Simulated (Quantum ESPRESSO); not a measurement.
MoSe3: zone-centre phonons under several settings

```
Mo Se
1.0
     4.38954    0.00000    0.00000
     0.00000    4.38954    0.00000
     0.00000    0.00000    4.41303
Mo Se
1 3
Direct
  0.00000 0.00000 0.00000
  0.00000 0.50000 0.50000
  0.50000 0.00000 0.50000
  0.50000 0.50000 0.00000
```

The cell was built by a generator and needn't be a form met in nature.

All runs used Quantum ESPRESSO 7.5; k mesh 2 × 2 × 2, shifted; given cell, atoms relaxed; no spin polarisation; occupations fermi-dirac, width 0.05 eV.

| level | potentials | cutoff (eV) | pressure (GPa) | lowest optical mode without the field (cm⁻¹) | highest optical mode without the field (cm⁻¹) |
| --- | --- | --- | --- | --- | --- |
| PBE | GBRV 1.5 PBE | 612 | -7.6 | 329i | 74i |
| PBE | JTH 2.0 PBE | 707 | -7.5 | 329i | 70i |
| PBE | SG15 PBE 1.2 | 952 | ? | ? | ? |
| PBE | SSSP 1.3 efficiency PBE | 816 | -7.5 | 334i | 75i |
| PBE | SPMS 1.0 PBE | 952 | -7.4 | 334i | 78i |
| PBE | Ansatz NC SR PBE | 1170 | -7.4 | 331i | 77i |
| PBE | PseudoDojo 0.4.1 SR PBE standard | 1170 | -7.4 | 333i | 77i |

Problem. What stands in the row left open?

Solution. Pressure -7.5 GPa; lowest optical mode without the field 333i cm⁻¹; highest optical mode without the field 73i cm⁻¹.

Values marked i are imaginary: the cell is unstable against those modes at that level, or the meshes are too thin.

Caveats: all runs use coarse meshes; the mesh is thin for the phonons of a metal; some modes are imaginary; the cell is more than 3 GPa from zero pressure, which shifts response properties.

For the row left open. Caveat: the k mesh is coarse (spacing up to 0.72 Å⁻¹), so the values aren't converged; the mesh is thin for the phonons of a metal; some modes are imaginary; the cell is more than 3 GPa from zero pressure, which shifts response properties.

The runs don't all hold the same shells in valence.
